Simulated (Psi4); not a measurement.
# CHFNSi (SMILES N#C[SiH]F): a chain of runs

Aim: a structure relaxation (USVWN-RPA/def2-TZVP), then vibrational wavenumbers, then the energy (UMP2/cc-pVTZ) of CHFNSi. 

Program for the calculation: Psi4 1.11.

### 1 The system as given

CHFNSi: 5 atoms, total charge 0, spin state doublet. SMILES: `N#C[SiH]F`. The coordinates come from a PBE0-D4/def2-TZVP relaxation. The run starts from this shape.

Bond lengths: N1–C2 1.154 Å, C2–Si3 1.837 Å, Si3–F4 1.591 Å, Si3–H5 1.482 Å. Angles: N1–C2–Si3 173.9°, C2–Si3–F4 108.1°, C2–Si3–H5 109.3°, F4–Si3–H5 109.8°.

### 2 A structure relaxation at USVWN-RPA/def2-TZVP (density fitting) (run 1)

The input, input.in:

```
memory 1600 MB

molecule {
  0 2
  N      1.347400    -1.164000     1.391300
  C      0.713800    -0.590000     0.616200
  Si    -0.146100     0.297600    -0.743500
  F     -1.590300    -0.347100    -0.917700
  H     -0.274900     1.730000    -0.387600
}

set basis def2-TZVP
set reference uks
set geom_maxiter 60

optimize("svwn")
```

Started as:

```
$ psi4 input.in input.out -n 1
```

input.out:

```text
[...]
  Running in c1 symmetry.
[...]
  Nuclear repulsion =  130.764801251187777
[...]
  Multiplicity = 2
[...]
  Nalpha       = 19
  Nbeta        = 18
[...]
    Number of basis functions: 136
[...]
   @DF-UKS iter   1:  -480.66864994948958   -2.16516e-01   6.38872e-03 ADIIS/DIIS
[...]
   @DF-UKS iter   8:  -481.03357626893842   -2.04636e-12   3.26322e-09 DIIS
[...]
   @S^2 Observed:                7.511816737E-01
[...]
    Orbital Energies [Eh]
    ---------------------
    Alpha Occupied:
       1A    -65.219154     2A    -24.149189     3A    -13.914058
       4A     -9.851475     5A     -5.120867     6A     -3.562981
       7A     -3.561766     8A     -3.558830     9A     -1.138839
      10A     -0.863435    11A     -0.593036    12A     -0.497912
      13A     -0.458735    14A     -0.447640    15A     -0.400234
      16A     -0.368367    17A     -0.361068    18A     -0.349771
      19A     -0.244944
    Alpha Virtual:
      20A     -0.123350    21A     -0.085538    22A     -0.020110
      23A     -0.012333    24A      0.014646    25A      0.058827
[...]
  @DF-UKS Final Energy:  -481.03357626893842
   => Energetics <=
    Nuclear Repulsion Energy =            131.0664924727911966
    One-Electron Energy =                -926.3295928801402397
    Two-Electron Energy =                 356.3309301789902293
    DFT Exchange-Correlation Energy =     -42.1014060405796116
    Empirical Dispersion Energy =           0.0000000000000000
    VV10 Nonlocal Energy =                  0.0000000000000000
    Total Energy =                       -481.0335762689384183
[...]
 Multipole Moments:
 ------------------------------------------------------------------------------------
     Multipole            Electronic (a.u.)      Nuclear  (a.u.)        Total (a.u.)
 ------------------------------------------------------------------------------------
 L = 1.  Multiply by 2.5417464519 to convert [e a0] to [Debye]
 Dipole X            :         -1.4922544            1.2340189           -0.2582354
 Dipole Y            :         -1.1597005            1.9695729            0.8098724
 Dipole Z            :         -1.2722602            0.4821185           -0.7901417
 Magnitude           :                                                    1.1605614
[...]
  -Total Gradient:
     Atom            X                  Y                   Z
    ------   -----------------  -----------------  -----------------
       1       -0.000034895340     0.000054583749    -0.000006179671
       2        0.000082334863    -0.000014796663    -0.000038257230
       3        0.000111901554     0.000060889709     0.000097117406
       4        0.000046186996     0.000085788560    -0.000048111614
       5        0.000026628888    -0.000008720122     0.000004289495
[...]
    Final optimized geometry and variables:
    Molecular point group: c1
    Full point group: C1
    Geometry (in Angstrom), charge = 0, multiplicity = 2:
    N            1.444833980459    -0.892881274020     1.541335082749
    C            0.797415677742    -0.313718135406     0.772106124399
    SI          -0.046241495053     0.562114529306    -0.578022828927
    F           -1.491045807998    -0.077949082580    -0.760225849538
    H           -0.178524024730     2.006669138024    -0.232503966639
    Psi4 run time: 0:00:27.16
[...]
```

Standard output:

```text
Optimizer: Optimization complete!
```

Wall time 28 s (1 thread of Intel Xeon 6975P-C (Granite Rapids), shared host); peak memory 0.41 GiB.

Step by step:

```
step  energy from the first frame kept (eV)  largest force (eV/Å)
   0                                 0.0000                1.0604
   1                                -0.0065                0.1503
   2                                -0.0068                0.0219
   3                                -0.0069                0.0196
   4                                -0.0069                0.0134
   5                                -0.0069                0.0082
```

After the run. Bond lengths: N1–C2 1.160 Å, C2–Si3 1.817 Å, Si3–F4 1.591 Å, Si3–H5 1.491 Å. Angles: N1–C2–Si3 172.9°, C2–Si3–F4 108.2°, C2–Si3–H5 109.6°, F4–Si3–H5 109.6°.

### 3 The harmonic vibrations at USVWN-RPA/def2-TZVP (density fitting) (run 2)

The input, chfnsi.xyz:

```xyz
5
CHFNSi
N      1.348271    -1.161910     1.382529
C      0.700853    -0.582747     0.613300
Si    -0.142804     0.293085    -0.736829
F     -1.587608    -0.346978    -0.919032
H     -0.275087     1.737640    -0.391310
```

The input, calc.py:

```python
import psi4

psi4.set_memory('1600 MB')
psi4.set_num_threads(1)
psi4.core.set_output_file('chfnsi.out', False)

with open('chfnsi.xyz') as f:
    atoms = ''.join(f.readlines()[2:])
mol = psi4.geometry('0 2\n' + atoms + '')

psi4.set_options({
    'basis': 'def2-TZVP',
    'reference': 'uks',
    't': 600.0,
    'rotational_symmetry_number': 1,
})

e, wfn = psi4.frequencies("svwn", return_wfn=True)
print(f'svwn energy: {e:.10f} Eh')
print('wavenumbers / cm^-1:', wfn.frequencies().np.round(1))
for k, v in sorted(psi4.core.scalar_variables().items()):
    print(f'{k:45s} {v:18.10f}')
```

Started as:

```
$ python calc.py
```

chfnsi.out, shortened:

```text
[...]
  Running in c1 symmetry.
[...]
  Nuclear repulsion =  131.066520183236861
[...]
  Multiplicity = 2
[...]
  Nalpha       = 19
  Nbeta        = 18
[...]
    Number of basis functions: 136
[...]
   @DF-UKS iter   1:  -480.66768209501225   -2.10975e-01   6.36495e-03 ADIIS/DIIS
[...]
  -Total Gradient:
     Atom            X                  Y                   Z
    ------   -----------------  -----------------  -----------------
       1       -0.000035109633     0.000054742413    -0.000006409966
       2        0.000082486485    -0.000014876311    -0.000038108102
       3        0.000111705325     0.000060505392     0.000097101931
       4        0.000046488822     0.000085956725    -0.000048069097
       5        0.000026586792    -0.000008582808     0.000004343344
[...]
   @DF-UKS iter  14:  -481.03357626963486   -1.17097e-11   6.71174e-09 DIIS
[...]
   @S^2 Observed:                7.511816695E-01
[...]
    Orbital Energies [Eh]
    ---------------------
[...]
  @DF-UKS Final Energy:  -481.03357626963486
   => Energetics <=
    Nuclear Repulsion Energy =            131.0665201832368609
    One-Electron Energy =                -926.3296524956335816
    Two-Electron Energy =                 356.3309630196904436
    DFT Exchange-Correlation Energy =     -42.1014069769286294
    Empirical Dispersion Energy =           0.0000000000000000
    VV10 Nonlocal Energy =                  0.0000000000000000
    Total Energy =                       -481.0335762696348638
[...]
 Multipole Moments:
[...]
  ==> Harmonic Vibrational Analysis <==
[...]
  Freq [cm^-1]                 112.2135            252.3136            354.2202
[...]
  Freq [cm^-1]                 575.7025            635.8396            726.7498
[...]
  Freq [cm^-1]                 891.8978           2163.9943           2224.3826
[...]
  Total E_0, Enthalpy at 0 [K]                                                         -481.01549374 [Eh]
[...]
  Total H, Enthalpy at  600.00 [K]                                                     -481.00061164 [Eh]
[...]
  Total G, Gibbs energy at  600.00 [K]                                                 -481.08222691 [Eh]
[...]
```

The script printed:

```text
Warning: used thermodynamics relations inappropriate for low-frequency modes: ['112.2135' '252.3136' '354.2202' '575.7025']
svwn energy: -481.0335762696 Eh
wavenumbers / cm^-1: [ 112.2  252.3  354.2  575.7  635.8  726.7  891.9 2164.  2224.4]
CURRENT ENERGY                                   -481.0335762696
CURRENT REFERENCE ENERGY                         -481.0335762696
DD SOLVATION ENERGY                                 0.0000000000
DFT FUNCTIONAL TOTAL ENERGY                      -481.0335762696
DFT TOTAL ENERGY                                 -481.0335762696
DFT VV10 ENERGY                                     0.0000000000
DFT XC ENERGY                                     -42.1014069769
ENTHALPY                                         -481.0006116444
ENTHALPY CORRECTION                                 0.0329646252
GIBBS FREE ENERGY                                -481.0822269074
GIBBS FREE ENERGY CORRECTION                       -0.0486506378
GRID ELECTRONS ALPHA                               18.9999989731
GRID ELECTRONS BETA                                17.9999983967
GRID ELECTRONS TOTAL                               36.9999973698
NUCLEAR REPULSION ENERGY                          131.0665201832
ONE-ELECTRON ENERGY                              -926.3296524956
PCM POLARIZATION ENERGY                             0.0000000000
PE ENERGY                                           0.0000000000
SCF ITERATION ENERGY                             -481.0335762696
SCF ITERATIONS                                     14.0000000000
SCF TOTAL ENERGY                                 -481.0335762696
THERMAL ENERGY                                   -481.0025117307
THERMAL ENERGY CORRECTION                           0.0310645389
TWO-ELECTRON ENERGY                               356.3309630197
XC GRID RADIAL POINTS                              75.0000000000
XC GRID SPHERICAL POINTS                          302.0000000000
XC GRID TOTAL POINTS                           108913.0000000000
ZERO K ENTHALPY                                  -481.0154937380
ZPVE                                                0.0180825316
```

Run time: 2.6 min. Hardware: 1 thread of Intel Xeon 6975P-C (Granite Rapids), shared host; peak memory 0.51 GiB.

### 4 The energy at UMP2/cc-pVTZ (density fitting, density fitting for correlation) (run 3)

The input, chfnsi.sdf:

```

     RDKit          3D

  5  4  0  0  0  0  0  0  0  0999 V2000
    1.3483   -1.1619    1.3825 N   0  0  0  0  0  1  0  0  0  0  0  0
    0.7009   -0.5827    0.6133 C   0  0  0  0  0  2  0  0  0  0  0  0
   -0.1428    0.2931   -0.7368 Si  0  0  0  0  0  3  0  0  0  0  0  0
   -1.5876   -0.3470   -0.9190 F   0  0  0  0  0  0  0  0  0  0  0  0
   -0.2751    1.7376   -0.3913 H   0  0  0  0  0  0  0  0  0  0  0  0
  2  1  1  0
  3  2  1  0
  4  3  1  0
  5  3  1  0
M  RAD  3   1   3   2   3   3   2
M  END
$$$$
```

The input, calc.py:

```python
import psi4
from rdkit import Chem

psi4.set_memory('1600 MB')
psi4.set_num_threads(1)
psi4.set_output_file('run.log', False)

rd = Chem.SDMolSupplier('chfnsi.sdf', removeHs=False, sanitize=False)[0]
xyz = rd.GetConformer().GetPositions()
atoms = '\n'.join(f'{a.GetSymbol()} {x:.4f} {y:.4f} {z:.4f}' for a, (x, y, z) in zip(rd.GetAtoms(), xyz))
molecule = psi4.geometry('0 2\n' + atoms + '\nsymmetry c1')

psi4.set_options({
    'basis': 'cc-pVTZ',
    'reference': 'uhf',
    'freeze_core': True,
})

energy_value, wavefunction = psi4.energy('mp2', molecule=molecule, return_wfn=True)
print('E =', round(energy_value, 9))
```

Started as:

```
$ python calc.py
```

run.log:

```text
[...]
  Running in c1 symmetry.
[...]
  Nuclear repulsion =  131.067069689595684
[...]
  Multiplicity = 2
[...]
  Nalpha       = 19
  Nbeta        = 18
[...]
    Number of basis functions: 138
[...]
   @DF-UHF iter   1:  -481.23017573351399   -1.11897e+00   3.46104e-03 DIIS/ADIIS
[...]
   @DF-UHF iter  23:  -481.37429123679823   -1.41540e-11   8.83852e-09 DIIS
[...]
   @S^2 Observed:                8.197826116E-01
[...]
    Orbital Energies [Eh]
    ---------------------
    Alpha Occupied:
       1A    -68.878804     2A    -26.320725     3A    -15.613181
       4A    -11.269067     5A     -6.222765     6A     -4.334600
       7A     -4.326458     8A     -4.325203     9A     -1.624999
      10A     -1.249296    11A     -0.843510    12A     -0.735641
      13A     -0.705979    14A     -0.694895    15A     -0.613007
      16A     -0.561641    17A     -0.522078    18A     -0.505303
      19A     -0.391012
    Alpha Virtual:
      20A      0.069682    21A      0.107952    22A      0.148762
      23A      0.188113    24A      0.206612    25A      0.242560
[...]
  @DF-UHF Final Energy:  -481.37429123679823
   => Energetics <=
    Nuclear Repulsion Energy =            131.0670696895956837
    One-Electron Energy =                -926.0260660870796983
    Two-Electron Energy =                 313.5847051606858145
    Total Energy =                       -481.3742912367982285
  UHF NO Occupations:
  HONO-2 :   17  A 1.9904651
  HONO-1 :   18  A 1.9762694
[...]
 Multipole Moments:
 ------------------------------------------------------------------------------------
     Multipole            Electronic (a.u.)      Nuclear  (a.u.)        Total (a.u.)
 ------------------------------------------------------------------------------------
 L = 1.  Multiply by 2.5417464519 to convert [e a0] to [Debye]
 Dipole X            :         -1.4075178            1.2339983           -0.1735196
 Dipole Y            :         -1.1381356            1.9695561            0.8314205
 Dipole Z            :         -1.2951477            0.4820983           -0.8130494
 Magnitude           :                                                    1.1757629
[...]
```

The script printed:

```text
E = -482.046998478
```

Wall time 3.9 s (1 thread of Intel Xeon 6975P-C (Granite Rapids), shared host); peak memory 0.38 GiB.

### 5 Outcome

| quantity | value |
| --- | --- |
| run 1, USVWN-RPA/def2-TZVP: total energy at the end | -481.03358 Eh |
| run 1, USVWN-RPA/def2-TZVP: dipole moment | 2.95 D |
| run 1, USVWN-RPA/def2-TZVP: HOMO energy (highest over α and β) | -6.67 eV |
| run 1, USVWN-RPA/def2-TZVP: LUMO energy (lowest over α and β) | -5.40 eV |
| run 1, USVWN-RPA/def2-TZVP: ⟨S²⟩ | 0.751 |
| run 2, USVWN-RPA/def2-TZVP: lowest harmonic wavenumber | 112 cm⁻¹ |
| run 2, USVWN-RPA/def2-TZVP: highest harmonic wavenumber | 2224 cm⁻¹ |
| run 2, USVWN-RPA/def2-TZVP: zero-point energy | 47.5 kJ/mol |
| run 2, USVWN-RPA/def2-TZVP: ideal-gas entropy at 600 K (symmetry number 1 as used) | 85.4 cal/(mol K) |
| run 3, UMP2/cc-pVTZ: total energy | -482.04700 Eh |
| run 3, UMP2/cc-pVTZ: HOMO energy (Hartree–Fock orbitals) (highest over α and β) | -10.64 eV |
| run 3, UMP2/cc-pVTZ: LUMO energy (Hartree–Fock orbitals) (lowest over α and β) | 0.38 eV |
| run 3, UMP2/cc-pVTZ: correlation energy (8 core orbitals frozen) | -672.7 mEh |
| run 3, UMP2/cc-pVTZ: ⟨S²⟩ of the reference determinant | 0.820 |

What this shows: The optimisation (run 1, USVWN-RPA/def2-TZVP) took 6 steps and changed the energy by -0.007 eV. All 9 modes (run 2, USVWN-RPA/def2-TZVP) are real, so the shape is a minimum at this level.
